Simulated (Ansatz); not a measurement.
**C2H5AlBrF: small, medium and large basis sets**

How large a basis does C2H5AlBrF need? Two functionals are run in growing sets.

Method: one geometry, several basis sets; program: Ansatz 0.2.0, Gaussian basis.

Plan: PBE0-D4/def2-SVP; ωB97M-V/def2-SVP; PBE0-D4/def2-QZVPP; ωB97M-V/def2-QZVPP; the functionals' def2-TZVPP values are taken from earlier runs.

## (1) Structure used throughout

The geometry comes from an earlier relaxation with PBE0-D4/def2-TZVP; it is a stationary point, not always the lowest conformer.

SMILES `C[CH2][Al]([F])[Br]`, 10 atoms, charge 0, spin multiplicity 1.

Atoms are counted from 1 here; the program's logs count them from 0.

Bond lengths: C1–C2 1.527 Å, C1–H6 1.093 Å, C1–H7 1.092 Å, C1–H8 1.092 Å, C2–Al3 1.939 Å, C2–H9 1.097 Å, C2–H10 1.097 Å, Al3–F4 1.646 Å, Al3–Br5 2.250 Å. Angles: C2–C1–H6 111.4°, C2–C1–H7 111.7°, C2–C1–H8 111.7°, H6–C1–H7 107.5°, H6–C1–H8 107.5°, H7–C1–H8 106.7°, C1–C2–Al3 116.0°, C1–C2–H9 110.8°, C1–C2–H10 110.8°, Al3–C2–H9 106.9°, Al3–C2–H10 107.0°, H9–C2–H10 104.7°, C2–Al3–F4 120.8°, C2–Al3–Br5 123.0°, F4–Al3–Br5 116.2°.

## (2) PBE0-D4 in def2-SVP

The input, in.yaml:

```yaml
crystal:
  periodic: [false, false, false]
  atoms:
    - {symbol: C, position_ang: [-0.391949, 0.669744, 1.074056]}
    - {symbol: C, position_ang: [0.650304, 0.305736, 0.018469]}
    - {symbol: Al, position_ang: [0.100344, -1.005041, -1.300674]}
    - {symbol: F, position_ang: [1.130855, -1.488372, -2.489779]}
    - {symbol: Br, position_ang: [-1.942201, -1.947604, -1.311446]}
    - {symbol: H, position_ang: [-0.005702, 1.412267, 1.777637]}
    - {symbol: H, position_ang: [-1.296433, 1.084721, 0.623437]}
    - {symbol: H, position_ang: [-0.701254, -0.202189, 1.654952]}
    - {symbol: H, position_ang: [0.974749, 1.197223, -0.532587]}
    - {symbol: H, position_ang: [1.564286, -0.077684, 0.488836]}
basis:
  gaussian: {orbitals: def2-SVP}
hamiltonian: {xc: pbe0, dispersion: d4}
output: {orbitals: {seedname: orbitals}}
```

Launch:

```bash
ansatz run in.yaml --threads 4 --pin off --events-out ev --progress --plain --max-ram 10444MiB
```

After this run come: ωB97M-V in def2-SVP; PBE0-D4 in def2-QZVPP; ωB97M-V in def2-QZVPP.

Q: Predict the results of all the runs planned. Wanted: PBE0-D4: double and triple zeta above quadruple; ωB97M-V: double and triple zeta above quadruple.

**Answer**, as computed:

| quantity | value |
| --- | --- |
| PBE0-D4: double and triple zeta above quadruple | 18.56, 1.92 eV |
| ωB97M-V: double and triple zeta above quadruple | 18.64, 1.85 eV |

**Reading.** For PBE0-D4 the step from double to triple zeta gains 16.64 eV and the next only 1.92 eV. Total energies overstate the basis error of differences, where much of it tends to cancel. The LUMO of ωB97M-V is positive and keeps falling with the basis (1.12 to 0.59 eV): an unbound level that the basis holds in place.
